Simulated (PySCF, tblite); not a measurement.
# C4H3ClO2S2: geometry, infrared bands and NMR shifts

Wanted: the infrared bands and NMR shifts of C4H3ClO2S2 (`O=S(=O)(Cl)c1cccs1`), by calculation.

Programs: tblite 0.8.0 and PySCF 2.14.0, with density-fitted response routines of our own. Each step states its level of theory. These are calculated values for one molecule in the gas phase, unless marked as measured. Atoms are numbered from 0 throughout.

**1. The molecule as given**

12 atoms, charge 0, multiplicity 1; geometry from: force field or distance geometry start.

Bonds of the start (Å): O0–S1 1.46, S1–O2 1.44, S1–Cl3 2.04, S1–C4 1.77, C4–C5 1.39, C5–C6 1.43, C6–C7 1.38, C7–S8 1.71, S8–C4 1.71, C5–H9 1.08, C6–H10 1.08, C7–H11 1.07.

**2. Relaxing the molecule with GFN2-xTB**

Job settings and geometry (Å):

```
{"job": {"kind": "relax", "xc": "GFN2-xTB", "basis": "xTB"}, "charge": 0, "multiplicity": 1}
O     -2.307200    -0.434200     1.803500
S     -2.131800    -0.075800     0.403300
O     -2.656700    -0.872700    -0.672600
Cl    -2.892600     1.806000     0.163200
C     -0.378000    -0.023000     0.140100
C      0.441400    -0.708700    -0.743100
C      1.813500    -0.322300    -0.615700
C      1.993600     0.643800     0.359800
S      0.515300     1.073200     1.101300
H      0.071500    -1.452700    -1.433000
H      2.623700    -0.739400    -1.198900
H      2.908500     1.105100     0.666000
```

Run with:

```sh
> OMP_NUM_THREADS=1 python probes_run.py task.json out
```

One launch serves the whole session: the jobs run in the order shown.

**Question.** This job is followed by: GFN2-xTB harmonic vibrations, gas phase; GIAO PBE0/pcSseg-1 NMR shielding, non-relativistic, gas phase. Predict these results of the whole session: strongest single infrared mode (GFN2-xTB); zero-point energy (GFN2-xTB); 13C shifts against TMS (PBE0/pcSseg-1); 1H shifts against TMS (PBE0/pcSseg-1); 17O shifts against H2O (PBE0/pcSseg-1, means over atoms taken as alike); 33S shifts against CS2 (PBE0/pcSseg-1); 35Cl shifts against HCl (PBE0/pcSseg-1); surface potential, 1st and 99th percentile.

**Answer**, as computed:

```
                                                               quantity                           value
                              strongest single infrared mode (GFN2-xTB)           1298 cm⁻¹, 329 km/mol
                                           zero-point energy (GFN2-xTB)                   41.2 kcal/mol
                                 13C shifts against TMS (PBE0/pcSseg-1)  157.1, 144.3, 135.9, 132.1 ppm
                                  1H shifts against TMS (PBE0/pcSseg-1)            7.77, 7.64, 7.29 ppm
17O shifts against H2O (PBE0/pcSseg-1, means over atoms taken as alike)                       303.1 ppm
                                 33S shifts against CS2 (PBE0/pcSseg-1)                    308, 242 ppm
                                35Cl shifts against HCl (PBE0/pcSseg-1)                         670 ppm
                                  surface potential, 1st and 99th percentile              -1.28 V and 1.69 V
```

In words: Relaxing lowered the energy by 0.213 eV in 76 steps; the close pair that moved most is O0–S1, from 1.456 to 1.424 Å. No mode is imaginary among the 30: a minimum at this level. The strongest single mode, at 1298 cm⁻¹, has its largest shares on S1, O2 and O0 (the list is cut at 3 atoms). Unscaled tight-binding wavenumbers are off by several per cent, some by more. Its intensities can rank the bands wrongly. At PBE0/pcSseg-1: The largest span, 1025 ppm, is at Cl3, where the paramagnetic term is -865 ppm. NICS(1)zz of -26 ppm above the planar ring from C4 marks a diatropic (aromatic) ring current. At PBE0/pcSseg-1, counted by nearest atom on the grid, the HOMO lies on C4, C7 about 28 % each; C6 15 %, the LUMO on C4, C5, C7 about 14 % each; S1, S8 about 14 % each.
